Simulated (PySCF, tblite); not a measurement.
# C4H10F2OSi: geometry, infrared bands and NMR shifts

Aim: predict the infrared bands and NMR shifts of C4H10F2OSi (`COCC[Si@H](F)CF`).

Computed with tblite 0.8.0 and PySCF 2.14.0, with density-fitted response routines of our own, on a single molecule in the gas phase. Atoms count from 0, in the outputs and in this text.

## 1. Starting geometry

18 atoms, charge 0, multiplicity 1; geometry from: force field or distance geometry start.

Bonds of the start (Å): C0–O1 1.41, O1–C2 1.44, C2–C3 1.51, C3–Si4 1.88, Si4–F5 1.60, Si4–C6 1.85, C6–F7 1.37, C0–H8 1.09, C0–H9 1.11, C0–H10 1.09, C2–H11 1.11, C2–H12 1.09, C3–H13 1.10, C3–H14 1.10, Si4–H15 1.49, C6–H16 1.09, C6–H17 1.08.

## 2. Relaxing the molecule with GFN2-xTB

What the job is given:

```
{"job": {"kind": "relax", "xc": "GFN2-xTB", "basis": "xTB"}, "charge": 0, "multiplicity": 1}
C     -1.396500     1.636100    -1.524000
O     -1.053500     0.539900    -0.707600
C     -0.616200     0.960500     0.600700
C     -0.298300    -0.258600     1.424800
Si     1.271100    -1.166400     0.934400
F      2.484000    -0.145600     1.182200
C      1.242500    -1.663000    -0.851900
F      2.302600    -2.485000    -1.111600
H     -1.712500     1.249300    -2.495800
H     -2.243400     2.191900    -1.077600
H     -0.548900     2.298900    -1.669900
H     -1.451300     1.509000     1.074400
H      0.232300     1.636400     0.516700
H     -0.183400     0.033800     2.478500
H     -1.131300    -0.970900     1.381800
H      1.444700    -2.334700     1.841300
H      0.331500    -2.213000    -1.094800
H      1.317700    -0.812400    -1.519900
```

Run with:

```
$ OMP_NUM_THREADS=1 python probes_run.py task.json out
```

This one command runs all jobs of the session in turn.

**Question.** This job is followed by: GFN2-xTB harmonic vibrations, gas phase; GIAO PBE0/pcSseg-1 NMR shielding, non-relativistic, gas phase. What will the session give for the following? strongest single infrared mode (GFN2-xTB); zero-point energy (GFN2-xTB); 13C shifts against TMS (PBE0/pcSseg-1); 1H shifts against TMS (PBE0/pcSseg-1, means over atoms taken as alike); 17O shifts against H2O (PBE0/pcSseg-1); 29Si shifts against TMS (PBE0/pcSseg-1); 19F shifts against CFCl3 (PBE0/pcSseg-1).

**Answer**, as computed:

```
                                                              quantity                                               value
                             strongest single infrared mode (GFN2-xTB)                               2319 cm⁻¹, 273 km/mol
                                          zero-point energy (GFN2-xTB)                                       85.7 kcal/mol
                                13C shifts against TMS (PBE0/pcSseg-1)                          83.1, 71.4, 60.6, 20.6 ppm
1H shifts against TMS (PBE0/pcSseg-1, means over atoms taken as alike)  5.27, 5.03, 4.99, 3.97, 3.46, 3.40, 1.40, 1.25 ppm
                                17O shifts against H2O (PBE0/pcSseg-1)                                            39.2 ppm
                               29Si shifts against TMS (PBE0/pcSseg-1)                                            18.5 ppm
                              19F shifts against CFCl3 (PBE0/pcSseg-1)                                  -216.1, -300.9 ppm
```

The optimisation took 131 steps and gained 0.183 eV; among the close pairs (by a distance rule), Si4–C6 changed most, from 1.854 to 1.914 Å. The lowest mode is slightly imaginary (14i cm⁻¹), a soft motion within the noise of the Hessian, so the minimum is not strictly shown. The strongest single mode, at 2319 cm⁻¹, moves mainly H15. GFN2-xTB is a fitted tight-binding method: band positions and strengths are rough. Its intensities can rank the bands wrongly. The most deshielded carbon is C6 (sp3 CH2 bonded to F and Si), at 83.1 ppm: pulled downfield by the heteroatom. At PBE0/pcSseg-1: The largest span, 111 ppm, is at C6, where the paramagnetic term is -148 ppm.
